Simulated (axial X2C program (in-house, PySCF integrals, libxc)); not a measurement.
# AsSi: from the state search to constants

What are the state, bond length, wavenumber and bond energy of AsSi, and what does spin–orbit coupling change?

The runs use an in-house X2C program for linear molecules on PySCF integrals; all-electron X2C, As dyall-cv3z, Si dyall-v3z.

All values are calculated.

## (1) Set-up

The input, task.json:

```json
{
 "zs": [
  33,
  14
 ],
 "q": 0,
 "bas": [
  "dyall-cv3z",
  "dyall-v3z"
 ],
 "levels": [
  "PBE0",
  "HF",
  "B3LYP"
 ],
 "cc": true,
 "r0": 2.37,
 "thr": -2.0,
 "nmax": 90,
 "npts": 10,
 "nst": 2,
 "ntry": 6
}
```

Keys: zs atomic numbers; q charge; bas basis sets; levels methods (HF also brings MP2); cc coupled cluster on or off; r0 starting distance in Å; thr threshold in hartree for freezing inner shells (an s shell follows its p shell); nmax most natural virtual spinors; npts points asked for on the curve; nst determinants followed; ntry starts of the search.

Launch:

```sh
$ python so2c.py task.json out
```

Spin-free means the one-electron spin-free X2C Hamiltonian; two-component (2c) means X2C with spin–orbit coupling and atomic mean-field two-electron Coulomb and Gaunt terms. Basis: As dyall-cv3z contracted to [9s9p6d4f1g], Si dyall-v3z contracted to [8s7p2d1f]; Gaussian nuclei, density fitting. Masses: As 74.922 u, Si 27.977 u.

Notation: σ, π±, δ± give the projection m of an orbital's angular momentum (0, ±1, ±2), α and β its spin, Λ and M_S the sums; ω is the projection of a spinor's total angular momentum and Ω the sum. Logs are in hartree.

The results follow Hamiltonian by Hamiltonian and level by level.

## (2) Search for the lowest determinant

PBE0 moves the distance from 2.370 Å to 2.179 Å and compares determinants there.

Spin-free determinants:

```
ΔE (eV)             state                                  open shells
   0.00  M_S = 1/2, Λ = 1          beyond closed shells: π+α, π+β, π-α
   0.25  M_S = 1/2, Λ = 0                     beyond closed shells: σα
   1.95  M_S = 3/2, Λ = 1           beyond closed shells: 2 × π+α, π-α
   2.22  M_S = 3/2, Λ = 0  beyond closed shells: σα, π+α, π+β, 2 × π-α
   2.22  M_S = 3/2, Λ = 2  beyond closed shells: σα, 2 × π+α, π+β, π-α
   2.69  M_S = 1/2, Λ = 2  beyond closed shells: σβ, 2 × π+α, π+β, π-α
   2.69  M_S = 1/2, Λ = 0  beyond closed shells: σβ, π+α, π+β, 2 × π-α
```

Two-component determinants:

| ΔE (eV) | state | open shells |
| --- | --- | --- |
| 0.00 | Ω = 3/2 | excess of +ω over −ω: ω = 3/2 |
| 0.09 | Ω = 1/2 | excess of +ω over −ω: ω = 1/2 |
| 1.97 | Ω = 1/2 | excess of +ω over −ω: 2 × ω = -1/2, ω = 3/2 |
| 2.03 | Ω = 5/2 | excess of +ω over −ω: ω = -1/2, 2 × ω = 3/2 |
| 2.25 | Ω = 7/2 | excess of +ω over −ω: ω = 1/2, 2 × ω = 3/2 |
| 2.36 | Ω = 3/2 | excess of +ω over −ω: ω = 3/2 |
| 2.80 | Ω = 5/2 | excess of +ω over −ω: 2 × ω = 1/2, ω = 3/2 |

## (3) PBE0, spin-free

State followed: M_S = 1/2, Λ = 1 (beyond closed shells: π+α, π+β, π-α). The scan is laid around 2.179 Å, a first estimate of the minimum, and this SCF restarts from the orbitals of the search.

Output at 2.179 Å:

```text
spin-free X2C-1e  PBE0
basis functions 149  fitting functions 888  grid points 5079
iter        total energy     max residual
   1      -2550.501488205     1.37e-05
   2      -2550.501488208     6.84e-06
   3      -2550.501488208     5.17e-06
converged
one-electron -3772.50332870  Coulomb 1214.71815576  exact exchange -25.74337923  xc functional -79.17113312  nuclear repulsion 112.19819708
```

Along the bond, energies from the lowest point:

| R (Å) | E (eV) | μ (D) | HOMO (eV) | LUMO (eV) | iterations |
| --- | --- | --- | --- | --- | --- |
| 1.896 | 1.0811 | 0.04 | -6.65 | -5.22 | 12 |
| 1.983 | 0.4473 | 0.20 | -6.71 | -5.01 | 12 |
| 2.048 | 0.1751 | 0.32 | -6.74 | -4.87 | 12 |
| 2.114 | 0.0360 | 0.45 | -6.62 | -4.75 | 12 |
| 2.179 | 0.0000 | 0.59 | -6.48 | -4.63 | 3 |
| 2.255 | 0.0572 | 0.74 | -6.31 | -4.50 | 12 |
| 2.332 | 0.1929 | 0.89 | -6.17 | -4.39 | 12 |
| 2.430 | 0.4414 | 1.04 | -6.00 | -4.28 | 13 |
| 2.549 | 0.7882 | 1.09 | -5.89 | -4.17 | 14 |
| 2.724 | 1.2786 | 1.14 | -5.85 | -4.06 | 13 |

Dipoles are positive if Si is the positive end.

Outer orbitals at the reference distance:

```json
{"symmetry": "σα", "occupied": "yes", "ε (eV)": "-17.51", "atomic character": "63% As s, 19% Si s, 11% Si p"}
{"symmetry": "σβ", "occupied": "yes", "ε (eV)": "-16.70", "atomic character": "61% As s, 21% Si s, 10% Si p"}
{"symmetry": "σα", "occupied": "yes", "ε (eV)": "-11.72", "atomic character": "50% Si s, 25% As p, 15% As s"}
{"symmetry": "σβ", "occupied": "yes", "ε (eV)": "-11.39", "atomic character": "50% Si s, 24% As p, 16% As s"}
{"symmetry": "π-α", "occupied": "yes", "ε (eV)": "-7.17", "atomic character": "64% As p, 30% Si p, 4% Si d"}
{"symmetry": "π+α", "occupied": "yes", "ε (eV)": "-7.17", "atomic character": "64% As p, 30% Si p, 4% Si d"}
{"symmetry": "σα", "occupied": "yes", "ε (eV)": "-6.93", "atomic character": "42% Si p, 40% As p, 13% Si s"}
{"symmetry": "σβ", "occupied": "yes", "ε (eV)": "-6.78", "atomic character": "43% Si p, 40% As p, 11% Si s"}
{"symmetry": "π+β", "occupied": "yes", "ε (eV)": "-6.48", "atomic character": "57% As p, 38% Si p, 3% Si d"}
{"symmetry": "π-β", "occupied": "no", "ε (eV)": "-4.63", "atomic character": "55% As p, 41% Si p, 2% Si d"}
{"symmetry": "π+α", "occupied": "no", "ε (eV)": "-2.39", "atomic character": "61% Si p, 26% As p, 6% As d"}
{"symmetry": "π-α", "occupied": "no", "ε (eV)": "-2.39", "atomic character": "61% Si p, 26% As p, 6% As d"}
{"symmetry": "π+β", "occupied": "no", "ε (eV)": "-2.06", "atomic character": "54% Si p, 33% As p, 6% Si d"}
```

PBE0 fields in the half plane through the axis: z from -2.4 to 4.5 Å across, distance from the axis 0.15 to 2.25 Å upwards; As lies at z = 0 and Si at z = 2.179 Å; the ELF is damped to zero where the density is low.

log10 density (e/bohr³). Ten even steps from '0' (-4.37 ) to '9' (1.40 ):
```
000112222222222222211100
001122233333333332222110
012223333333333333332211
112334444444444444433221
122344555554444444443321
123345556555555555544322
223445677765556665544332
223455689866557986554332
```

ELF. Ten even steps from ' ' (0.00 ) to '@' (0.99 ):
```
          ......::::::::................        
      ..::::--------------::::::----==--::..    
    ..::==++++++++++++++==----==++**####**==..  
  ..--++**######********++++++++##%%@@@@%%##==..
  ::++##%%%%%%**++****####**++**##@@@@@@@@@@##--
..==**%%%%%%**::::::++####**::..::##@@@@@@@@%%++
::++##%%@@##::--++--::**%%==  ==::..@@@@@@@@@@##
::++%%%%@@**::##::##..**%%..****%%..##@@@@@@@@##
```

Re = 2.173 Å, ωe = 504 cm⁻¹, Be = 0.1752 cm⁻¹, De = 3.21 eV, μ = 0.57 D.

## (4) HF, spin-free

The SCF at the reference distance of 2.179 Å:

```text
spin-free X2C-1e  HF
basis functions 149  fitting functions 888  grid points 5079
iter        total energy     max residual
   1      -2548.560492779     2.16e-01
   2      -2548.585093125     7.35e-03
   3      -2548.586188606     5.77e-03
   4      -2548.586548584     1.77e-03
   5      -2548.586786650     2.04e-03
   6      -2548.587022072     2.10e-03
   7      -2548.587213458     2.29e-03
   8      -2548.587183607     2.28e-03
   9      -2548.585801069     1.84e-03
  10      -2548.584720002     1.78e-03
  11      -2548.586758860     2.14e-03
  12      -2548.584028650     2.77e-03
  13      -2548.584853160     2.29e-03
  14      -2548.585081875     2.49e-03
  15      -2548.584966321     2.63e-03
  16      -2548.583149437     4.45e-03
  17      -2548.581902264     5.24e-03
  18      -2548.586700679     2.00e-03
  19      -2548.585494285     1.95e-03
  20      -2548.582691722     4.60e-03
  21      -2548.584433781     2.68e-03
  22      -2548.584396292     2.81e-03
  23      -2548.560492779     2.64e-01
  24      -2548.585097894     1.02e-02
  25      -2548.586208284     1.39e-02
  26      -2548.586672386     5.79e-03
  27      -2548.586996760     4.88e-03
  28      -2548.587984982     1.70e-02
  29      -2548.588696621     2.29e-02
  30      -2548.589583559     1.45e-02
  31      -2548.590338321     2.75e-03
  32      -2548.590375043     2.69e-03
  33      -2548.590408174     7.21e-04
  34      -2548.590413278     1.69e-04
  35      -2548.590413900     6.76e-05
  36      -2548.590413954     2.46e-05
  37      -2548.590413964     1.51e-05
  38      -2548.590413967     4.81e-06
  39      -2548.590413967     2.66e-06
converged
one-electron -3772.42858766  Coulomb 1214.76640487  exact exchange -103.12642826  xc functional 0.00000000  nuclear repulsion 112.19819708
```

Re = 2.236 Å, ωe = 361 cm⁻¹, Be = 0.1656 cm⁻¹, De = 1.10 eV, μ = 0.61 D. ⟨S²⟩ = 1.21 against 0.75 for a pure state, so this determinant mixes spins.

## (5) B3LYP, spin-free

Output at 2.179 Å:

```text
spin-free X2C-1e  B3LYP
basis functions 149  fitting functions 888  grid points 5079
iter        total energy     max residual
   1      -2550.966800625     3.27e-02
   2      -2550.968622819     1.21e-03
   3      -2550.968632793     9.05e-04
   4      -2550.968633321     9.75e-04
   5      -2550.968644652     7.73e-04
   6      -2550.968653673     8.87e-05
   7      -2550.968654151     6.55e-05
   8      -2550.968654587     2.63e-05
   9      -2550.968654637     7.41e-06
  10      -2550.968654639     1.63e-06
  11      -2550.968654639     4.47e-07
converged
one-electron -3772.55623563  Coulomb 1214.76370737  exact exchange -20.59086618  xc functional -84.78345729  nuclear repulsion 112.19819708
```

Re = 2.187 Å, ωe = 487 cm⁻¹, ωexe = 1.37 cm⁻¹, Be = 0.1731 cm⁻¹, De = 3.37 eV, μ = 0.66 D.

## (6) MP2 and beyond, spin-free

Correlated methods: 9 electrons correlated (frozen shells, counted by type: As 3 s, 2 p, 1 d; Si 2 s, 1 p), 203 virtual spinors in MP2, 90 natural virtuals in coupled cluster.

Output of the correlated part at 2.179 Å:

```text
correlated 9  virtual 203  natural virtual 90  E(MP2) -0.185231789  MP2 remainder -0.004282613
iter   CCSD correlation   residual
   1     -0.201284650   1.44e-01
   2     -0.211553369   7.55e-02
   3     -0.214649949   4.47e-02
   4     -0.217216331   2.99e-02
   5     -0.218157308   1.38e-02
   6     -0.218502985   5.11e-03
   7     -0.218600795   1.86e-03
   8     -0.218594608   8.25e-04
   9     -0.218596109   4.57e-04
  10     -0.218593536   2.11e-04
  11     -0.218594854   8.48e-05
  12     -0.218595123   3.33e-05
  13     -0.218595634   1.55e-05
  14     -0.218595922   6.44e-06
  15     -0.218596143   3.55e-06
  16     -0.218596287   1.97e-06
  17     -0.218596346   9.45e-07
  18     -0.218596370   4.71e-07
  19     -0.218596381   2.53e-07
(T) -0.013538362  T1 0.0992  D1 0.2154  max T2 0.115
```

T1 in the output is the amplitude norm over the root of the electron number; divide by √2 for the Lee–Taylor value.

MP2: No constants are quoted: the reference is strongly spin-contaminated.

CCSD: Re = 2.171 Å, ωe = 509 cm⁻¹, ωexe = 2.75 cm⁻¹, Be = 0.1755 cm⁻¹, De = 2.74 eV. T1 at Re = 0.069 (Lee–Taylor, the printed value over √2).

CCSD(T): Re = 2.177 Å, ωe = 509 cm⁻¹, ωexe = 2.1 cm⁻¹, Be = 0.1746 cm⁻¹, De = 2.96 eV. T1 at Re = 0.070 (Lee–Taylor, the printed value over √2).

## (7) A higher determinant, spin-free

State: M_S = 1/2, Λ = 0 (beyond closed shells: σα).

Output at the reference distance:

```text
spin-free X2C-1e  PBE0
basis functions 149  fitting functions 888  grid points 5079
iter        total energy     max residual
   1      -2550.492289807     2.48e-06
   2      -2550.492289808     4.86e-06
converged
one-electron -3772.12478634  Coulomb 1214.31645977  exact exchange -25.73130990  xc functional -79.15085042  nuclear repulsion 112.19819708
```

| R (Å) | E above the lowest PBE0 point (eV) |
| --- | --- |
| 1.896 | 0.588 |
| 1.983 | 0.229 |
| 2.048 | 0.135 |
| 2.114 | 0.151 |
| 2.179 | 0.250 |
| 2.255 | 0.441 |
| 2.332 | 0.683 |
| 2.430 | 1.006 |
| 2.549 | 1.384 |

Re = 2.069 Å, ωe = 559 cm⁻¹, ωexe = 1.28 cm⁻¹, Be = 0.1933 cm⁻¹, μ = 1.07 D. Te = 0.13 eV.

## (8) The spin-free curves together

Energy (eV) of the followed determinant, spin-free, from each level's lowest point:

| R (Å) | PBE0 | HF | MP2 (spin-contaminated) | CCSD | CCSD(T) | B3LYP |
| --- | --- | --- | --- | --- | --- | --- |
| 1.896 | 1.081 | 1.128 | 0.936 | n/a | n/a | 1.141 |
| 1.983 | 0.447 | 0.499 | 0.275 | 0.469 | 0.500 | 0.492 |
| 2.048 | 0.175 | 0.233 | 0.030 | 0.180 | 0.198 | 0.206 |
| 2.114 | 0.036 | 0.086 | 0.000 | 0.035 | 0.043 | 0.052 |
| 2.179 | 0.000 | 0.015 | 0.078 | 0.000 | 0.000 | 0.000 |
| 2.255 | 0.057 | 0.000 | 0.210 | 0.059 | 0.052 | 0.037 |
| 2.332 | 0.193 | 0.038 | 0.362 | 0.189 | 0.182 | 0.153 |
| 2.430 | 0.441 | 0.141 | 0.575 | 0.420 | 0.421 | 0.381 |
| 2.549 | 0.788 | 0.321 | 0.847 | n/a | n/a | 0.729 |
| 2.724 | 1.279 | 0.619 | 1.268 | n/a | n/a | 1.248 |

(Part 1 of 2 ends here.)
